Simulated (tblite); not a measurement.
# C28H28NSe: the cost of one run

Computed with tblite 0.8.0 and PySCF 2.14.0 and routines of our own; the level stands in each step. Atoms count from 0.

## (1) The system as given

58 atoms, charge 1, multiplicity 1; geometry from: force field, distance geometry or constructed start.

## (2) Relaxing the molecule with GFN2-xTB

Job settings and geometry (Å):

```
{"job": {"kind": "relax", "xc": "GFN2-xTB", "basis": "xTB"}, "charge": 1, "multiplicity": 1}
C      9.587300     0.128400    -3.293500
C      9.393600    -0.256500    -1.865600
C      8.308700     0.119400    -1.188200
C      8.177300    -0.060200     0.273600
C      6.982400    -0.095100     0.901500
C      5.681900    -0.134000     0.188500
C      4.537100    -0.066300     0.865900
C      3.243800    -0.119400     0.174600
C      2.095800    -0.057800     0.851200
C      0.793900    -0.110600     0.157200
C     -0.352700    -0.044600     0.832000
C     -1.649500    -0.099400     0.138000
C     -2.797700    -0.030300     0.821400
C     -4.088400    -0.085800     0.117800
C     -5.242000    -0.001500     0.800600
C     -6.571900    -0.051400     0.142500
C     -6.764100    -0.975600    -0.900800
C     -8.014800    -1.129600    -1.482800
C     -9.094300    -0.388600    -0.999900
C    -10.367700    -0.580200    -1.551200
C    -11.466100     0.127400    -1.052500
C    -11.295900     1.015500     0.003600
C    -10.026200     1.223200     0.566000
C     -8.898100     0.531500     0.053100
N     -7.621700     0.738900     0.567700
C     -7.393100     1.800900     1.567300
C      9.406100    -0.030500     1.109400
C     10.592200    -0.424100     0.637100
C     11.839500    -0.203200     1.432600
Se    10.701600    -1.399100    -1.017200
H      9.631200     1.237000    -3.379500
H      8.734300    -0.250900    -3.900800
H     10.526000    -0.295400    -3.691500
H      7.545000     0.685900    -1.710100
H      6.963400    -0.129900     1.979400
H      5.654300    -0.237800    -0.888600
H      4.552700     0.028700     1.945400
H      3.223200    -0.214700    -0.910000
H      2.112000     0.035500     1.932000
H      0.774000    -0.201600    -0.923700
H     -0.332900     0.049500     1.918400
H     -1.658900    -0.198100    -0.938800
H     -2.771400     0.064800     1.893400
H     -4.101600    -0.169600    -0.962000
H     -5.211800     0.119800     1.879100
H     -5.958100    -1.609900    -1.247800
H     -8.140900    -1.846900    -2.281300
H    -10.523900    -1.279600    -2.363700
H    -12.445600    -0.029800    -1.479400
H    -12.148800     1.546200     0.402600
H     -9.966400     1.889800     1.400700
H     -7.910800     2.734800     1.275600
H     -6.323800     2.108600     1.621200
H     -7.728800     1.461700     2.563700
H      9.347800     0.387900     2.109500
H     12.000400     0.887700     1.585400
H     11.755900    -0.707700     2.421100
H     12.721300    -0.615600     0.903000
```

The run is started by

```bash
$ OMP_NUM_THREADS=2 python large_run.py task.json out
```

One launch serves the whole session: the jobs run in the order shown.

**Question.** How long does this run take on 2 threads of Arm Neoverse N1, shared host?

About 9.6 s.
